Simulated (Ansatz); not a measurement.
# FH5O2Si2: how energies converge with the basis set

Aim: see how fast density functionals converge with the basis set for FH5O2Si2.

Computed with Ansatz 0.2.0, Gaussian basis. Level: one geometry, several basis sets.

The runs, in order: PBE0-D4/def2-SVP; ωB97M-V/def2-SVP; PBE0-D4/def2-QZVPP; ωB97M-V/def2-QZVPP; the functionals' def2-TZVPP values are taken from earlier runs.

**1. Structure used throughout**

An earlier PBE0-D4 in a triple-zeta def2 set relaxation fixed the geometry.

SMILES `O[SiH2]O[SiH2]F`, 10 atoms, charge 0, spin multiplicity 1.

Atoms are counted from 1 here; the program's logs count them from 0.

Bond lengths: O1–Si2 1.635 Å, O1–H6 0.958 Å, Si2–O3 1.636 Å, Si2–H7 1.478 Å, Si2–H8 1.482 Å, O3–Si4 1.618 Å, Si4–F5 1.593 Å, Si4–H9 1.480 Å, Si4–H10 1.477 Å. Angles: Si2–O1–H6 118.5°, O1–Si2–O3 111.3°, O1–Si2–H7 105.5°, O1–Si2–H8 111.0°, O3–Si2–H7 109.7°, O3–Si2–H8 106.5°, H7–Si2–H8 112.9°, Si2–O3–Si4 148.5°, O3–Si4–F5 109.0°, O3–Si4–H9 110.7°, O3–Si4–H10 109.1°, F5–Si4–H9 107.2°, F5–Si4–H10 107.5°, H9–Si4–H10 113.2°.

**2. PBE0-D4 in def2-SVP**

Contents of in.yaml:

```yaml
crystal:
  periodic: [false, false, false]
  atoms:
    - {symbol: O, position_ang: [-2.158282, -0.578960, -0.845858]}
    - {symbol: Si, position_ang: [-1.043373, -0.764696, 0.335704]}
    - {symbol: O, position_ang: [0.119501, 0.382420, 0.240233]}
    - {symbol: Si, position_ang: [1.639972, 0.777505, -0.146549]}
    - {symbol: F, position_ang: [2.523003, 0.803687, 1.179067]}
    - {symbol: H, position_ang: [-2.774141, 0.152107, -0.783142]}
    - {symbol: H, position_ang: [-0.447175, -2.098841, 0.111730]}
    - {symbol: H, position_ang: [-1.661763, -0.627841, 1.675256]}
    - {symbol: H, position_ang: [2.231296, -0.236458, -1.047758]}
    - {symbol: H, position_ang: [1.654062, 2.139977, -0.715681]}
basis:
  gaussian: {orbitals: def2-SVP}
hamiltonian: {xc: pbe0, dispersion: d4}
output: {orbitals: {seedname: orbitals}}
```

After this run come: ωB97M-V in def2-SVP; PBE0-D4 in def2-QZVPP; ωB97M-V in def2-QZVPP.

**Question.** What will the summary of the whole plan be? Wanted: PBE0-D4: double and triple zeta above quadruple; ωB97M-V: double and triple zeta above quadruple.

The runs gave:

```
                                       quantity           value
PBE0-D4: double and triple zeta above quadruple  15.75, 0.98 eV
ωB97M-V: double and triple zeta above quadruple  15.86, 0.91 eV
```

What this shows: For PBE0-D4 the step from double to triple zeta gains 14.77 eV and the next only 0.98 eV. These are total energies; as a rule much of such shifts cancels in differences, which this series doesn't test. The LUMO of ωB97M-V is positive and keeps falling with the basis (2.91 to 1.33 eV): an unbound level that the basis holds in place.
